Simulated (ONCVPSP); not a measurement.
# N: generating and testing an ONCV potential

Task: generate the file, and judge it by its errors in other configurations, its logarithmic derivatives, its ghosts and its cutoff.

Method: ONCVPSP 4.0.1, PBE, fully relativistic.

## Step 1: Settings

Typed settings, in words:

* element: nitrogen (N, Z = 7)
* type: optimised norm-conserving Vanderbilt (ONCV)
* frozen core: [He]
* valence charge: 5
* reference configuration: 2s2 (charge +3)
* partial waves: 2s: rc 0.85 bohr, ncon 5, nbas 8, qcut 7.3 1/bohr, 2 projectors, debl 1.1 Ha; p scattering state at 0.06 Ha: rc 0.85 bohr, ncon 3, nbas 6, qcut 10.3 1/bohr, 1 projector
* local potential: polynomial inside 0.70 bohr (lpopt 1, dvloc0 3 Ha)
* core correction: Teter function, fcfact 1.75, rcfact 1.65

The outer shells as boxes (Hund's rule for the drawing; the calculation is spin-unpolarised):

```
[He] core
2s [↑↓]
```

An earlier all-electron run gives the scale for the radii.

All-electron outer shells of the reference configuration (PBE, scalar-relativistic, ld1.x):

| shell | level (eV) | outermost node (bohr) | outermost maximum (bohr) |
| --- | --- | --- | --- |
| 1s | -450.84 | – | 0.15 |
| 2s | -68.13 | 0.31 | 0.92 |
| 2p | -57.08 | – | 0.81 |

## Step 2: Generation

N.dat

```
# ATOM AND REFERENCE CONFIGURATION
# atsym  z   nc   nv     iexc    psfile
  N 7.00    1    1        4      upf
#
#   n    l    f
    1    0    2.00
    2    0    2.00
#
# PSEUDOPOTENTIAL AND OPTIMIZATION
# lmax
    1
#
#   l,   rc,      ep,       ncon, nbas, qcut
    0    0.85    0.00    5    8    7.30
    1    0.85    0.06    3    6   10.30
#
# LOCAL POTENTIAL
# lloc, lpopt,  rc(5),   dvloc0
    4    1    0.70    3.00
#
# VANDERBILT-KLEINMAN-BYLANDER PROJECTORs
# l, nproj, debl
    0    2    1.10
    1    1    3.40
#
# MODEL CORE CHARGE
# icmod, fcfact, rcfact
    3    1.75    1.65
#
# LOG DERIVATIVE ANALYSIS
# epsh1, epsh2, depsh
   -4.00    5.00    0.02
#
# OUTPUT GRID
# rlmax, drl
    6.00    0.01
#
# TEST CONFIGURATIONS
# ncnf
    4
# nvcnf
#   n    l    f
    2
    2    0    2.00
    2    1    3.00
#
    2
    2    0    2.00
    2    1    2.00
#
    2
    2    0    2.00
    2    1    1.00
#
    2
    2    0    2.00
    2    1    2.50
#
```

Launch:

```bash
$ oncvpspr.x < N.dat > N.out
```

**Question.** What will these runs give? Wanted: cutoffs for 1 and 0.1 mHa per electron, occupied waves; bound ghosts; GHOST(+) flags; largest test error; largest phase difference near zero energy, channels read; rms error of d²Exc/dn², without and with the model core; projector energies reset by the program.

**Answer**, as computed:

| quantity | value |
| --- | --- |
| cutoffs for 1 and 0.1 mHa per electron, occupied waves | 35 Ha and 113 Ha |
| bound ghosts | none found |
| GHOST(+) flags | none at low energy |
| largest test error (AE − PS) | -48 meV, for 2s2 2p3 |
| largest phase difference near zero energy, channels read | 0.003 rad |
| rms error of d²Exc/dn², without and with the model core | 3.12 and 1.34 mHa |
| projector energies reset by the program | s: -2.504, 0.250 Ha; p: 0.050 Ha |

By total energies transferability is fair: the largest error is 48 meV on 89.5 eV, for 2s2 2p3. The potential is hard: the looser tolerance needs 35 Ha. The tighter tolerance needs 113 Ha, and converged work needs a cutoff nearer that. That counts occupied waves only; other projectors can need more. No bound ghost shows below the valence levels. Near zero energy the phases of the channels with partial waves agree within 0.003 rad. These are tests on the free atom; a crystal test is still owed.
